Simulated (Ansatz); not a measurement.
# BNH2 (SMILES B[N]) at UBLYP/STO-3G

What is the electronic atomisation energy of BNH2 at UBLYP/STO-3G? 

The calculation is run with Ansatz 0.2.0.

50 further runs of the same task are left out: 50 set aside as unsound or not needed.

**1. The molecule**

BNH2 has 4 atoms, charge 0, and is taken as a triplet. As SMILES, `B[N]`. Geometry: relaxed at GFN2-xTB.

Bond lengths: B1–N2 1.312 Å, B1–H3 1.184 Å, B1–H4 1.184 Å. Angles: N2–B1–H3 118.7°, N2–B1–H4 118.7°, H3–B1–H4 122.6°.

**2. A single-point energy at UBLYP/STO-3G**

Contents of input.yaml:

```yaml
crystal:
  periodic: [false, false, false]
  atoms:
    - {symbol: B, position_ang: [-0.035750, 0.006580, -0.023930]}
    - {symbol: N, position_ang: [1.041780, -0.191660, 0.697680]}
    - {symbol: H, position_ang: [-1.056920, -0.473990, 0.334600]}
    - {symbol: H, position_ang: [0.050890, 0.659060, -1.008340]}
basis:
  gaussian: {orbitals: STO-3G}
magnetization: {spin_polarized: true, initial_magnetization: 2}
hamiltonian: {xc: {name: BLYP}}
accuracy: high
```

The run is started by

```sh
$ ansatz run input.yaml --threads 1 --pin off --max-ram 2610MiB --events-out events.jsonl --progress --plain --runs-dir runs
```

The program printed:

```text
Warning: RAYON_NUM_THREADS=1 ignored (pool sized by the plan → 1); use --threads N
Functional definition: BLYP
  name "BLYP"
  parameter beta = 0.0042
  parameter a = 0.04918
  parameter b = 0.132
  parameter c = 0.2533
  parameter d = 0.349
  exchange = b88_x(beta = beta)
  correlation = lyp_c(a = a, b = b, c = c, d = d)
188 factors; integrals over basis functions are off by at most 8.2e-9 eV
mean field evaluation 1: about -2165.0472 eV, gradient 6.0e0 eV
mean field evaluation 2: about -2162.5653 eV, gradient 2.0e1 eV
mean field evaluation 4: about -2165.3027 eV, gradient 6.8e-1 eV
mean field evaluation 8: about -2165.2714 eV, gradient 3.1e-3 eV
mean field evaluation 16: about -2165.2826 eV, gradient 1.7e-1 eV
mean field evaluation 32: about -2165.2827 eV, gradient 6.8e-2 eV
mean field -2165.28302665 eV, -79.5726835478 hartree, gradient 1.5e-8 eV, S^2 2.001833; 4 other end points of the search recorded, 0 dependent functions left out
reference -2165.28305575 eV, -79.5726846171 hartree; 8, 6 occupied and 4, 6 virtual orbitals, 188 factors
Total energy: -2165.28305575 eV, -79.5726846171 hartree
```

Run time: 2.6 s. Hardware: 1 thread of Arm Neoverse V1, shared host; peak memory 0.1 GiB.

**3. The B atom**

Contents of in.yaml:

```yaml
basis:
  gaussian:
    orbitals: STO-3G
crystal:
  periodic: [false, false, false]
  atoms:
    - symbol: B
      position_ang: [0.000000, 0.000000, 0.000000]
magnetization:
  spin_polarized: true
  initial_magnetization: 1
hamiltonian:
  xc: {name: BLYP}
accuracy: high
```

Run the same way, it converges to -24.26591 Eh (log not shown).

**4. The H atom, same level**

Contents of input.yaml:

```yaml
basis:
  gaussian:
    orbitals: STO-3G
crystal:
  periodic: [false, false, false]
  atoms:
    - {symbol: H, position_ang: [0.000000, 0.000000, 0.000000]}
magnetization:
  spin_polarized: true
  initial_magnetization: 1
accuracy: high
hamiltonian:
  xc: {name: BLYP}
```

The run is started by

```sh
$ ansatz run input.yaml --threads 1 --pin off --max-ram 2610MiB --events-out events.jsonl --progress --plain --runs-dir runs
```

The program printed (excerpt; [...] marks lines left out):

```text
Warning: RAYON_NUM_THREADS=1 ignored (pool sized by the plan → 1); use --threads N
[... 9 set-up lines as earlier in the session ...]
1 factors; integrals over basis functions are off by at most 4.6e-10 eV
mean field evaluation 1: about -12.5918 eV, gradient 0.0e0 eV
mean field evaluation 2: about -12.5918 eV, gradient 0.0e0 eV
mean field -12.59181263 eV, -0.4627405790 hartree, gradient 0.0e0 eV, S^2 0.750000; 0 other end points of the search recorded, 0 dependent functions left out
reference -12.59183075 eV, -0.4627412451 hartree; 1, 0 occupied and 0, 1 virtual orbitals, 1 factors
Total energy: -12.59183075 eV, -0.4627412451 hartree
```

It took 0.08 s on 1 thread of Arm Neoverse V1, shared host.

**5. The N atom at the same level**

Contents of input.yaml:

```yaml
crystal:
  periodic: [false, false, false]
  atoms:
    - {symbol: "N", position_ang: [0.000000, 0.000000, 0.000000]}
basis:
  gaussian:
    orbitals: STO-3G
magnetization:
  spin_polarized: true
  initial_magnetization: 3
hamiltonian:
  xc: {name: BLYP}
accuracy: high
```

Run the same way, it converges to -53.86051 Eh (log not shown).

**6. Summary of results**

Level: UBLYP/STO-3G.

| quantity | value |
| --- | --- |
| molecule: total energy | -79.57268 Eh |
| molecule: ⟨S²⟩ | 2.002 |
| B atom: total energy | -24.26591 Eh |
| B atom: ⟨S²⟩ | 0.750 |
| H atom: total energy | -0.46274 Eh |
| H atom: ⟨S²⟩ | 0.750 |
| N atom: total energy | -53.86051 Eh |
| N atom: ⟨S²⟩ | 3.750 |
| electronic atomisation energy | 14.171 eV |

What this shows: Taking the molecule apart into free atoms costs 14.17 eV (327 kcal/mol), before zero-point energy and without spin-orbit coupling. In a minimal basis such a difference can be off by several eV, whatever the method.
